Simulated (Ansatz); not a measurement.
GaIr, space group Pm-3m, a convergence test of the k-point mesh

Program: the Ansatz DFT code, driven from Python.

The cells in order, each with its output:

In [1]:
```python
import warnings

import ansatz as az
```

In [2]:
```python
warnings.simplefilter('ignore', az.DeckWarning)
```

In [3]:
```python
system = (
    az.Lattice.of((3.004, 0.0, 0.0), (0.0, 3.004, 0.0), (0.0, 0.0, 3.004))
    .atom('Ga', (0.0, 0.0, 0.0))
    .atom('Ir', (0.5, 0.5, 0.5))
)
```

In [4]:
```python
base = (
    system.calculation()
    .functional('PBEsol')
    .pseudopotentials('paw')
    .basis(17 * az.Ha)
    .occupations('Marzari-Vanderbilt', width=0.1)
    .stress()
)
```

In [5]:
```python
rows = []
for value in [(3, 3, 3), (5, 5, 5), (6, 6, 6), (7, 7, 7), (9, 9, 9)]:
    rep = base.kpoints(*value).run(threads=1, pin='off').report
    rows.append((value, rep['free_energy_ev'] / len(rep['lattice']['sites']), rep['n_iterations'], sum(rep['stress_gpa'][i][i] for i in range(3)) / 3, rep['n_kpoints']))

print('        mesh   F/atom (eV)    iterations       P (GPa)      k-points')
for row in rows:
    print(f'{str(row[0]):>12s}  {row[1]:12.5f}  {row[2]:12d}  {row[3]:12.3f}  {row[4]:12d}')
```
```text
RunWarning: on these k-points the computed levels leave a gap of 0.2191 eV at the electron count, 2.2 widths of the cold smearing (0.1000 eV); against the step filling of these same bands (every level under the gap full, every level over it empty) smearing changes F+E_penalty+E_count by +1.015 meV and its σ→0 estimate [...]
        mesh   F/atom (eV)    iterations       P (GPa)      k-points
   (3, 3, 3)   -7771.62561             6         2.111             4
   (5, 5, 5)   -7771.52194             6         4.656            10
   (6, 6, 6)   -7771.51424             6         4.106            20
   (7, 7, 7)   -7771.51831             6         3.663            20
   (9, 9, 9)   -7771.51436             6         3.976            35
```

In [6]:
```python
for row in rows[:-1]:
    shift = 1000 * (row[1] - rows[-1][1])
    print(f'{row[0]}: {shift:+.2f} meV/atom' + ('  (within 5 meV)' if abs(shift) < 5 else ''))
```
```text
(3, 3, 3): -111.25 meV/atom
(5, 5, 5): -7.58 meV/atom
(6, 6, 6): +0.12 meV/atom  (within 5 meV)
(7, 7, 7): -3.94 meV/atom  (within 5 meV)
```

From 6×6×6 on it stays within 5 meV an atom of the value at 9×9×9; the first row (3×3×3) is off by 111.2 meV and the last but one by 3.94 meV. It goes up and down, since the sum over k-points isn't variational. The pressure moves from 2.11 to 3.98 GPa.

What to keep in mind:
- Pressure is positive in compression.
- Spin-orbit coupling, which matters for elements this heavy, is left out.
- The structure is a deposited one; some such entries were measured under pressure or heat, so a shift against it needn't be the functional's error alone.
- Warnings are shown shortened and without file and line.
- Shifts are counted from the finest mesh, which is itself no proven limit.
- The script silences the warnings on its input, which a real study should read.
- Wall time of the script: 2.2 s on 1 thread of AMD EPYC 9R45 (Zen 5), on a shared host, peak memory 0.39 GiB.
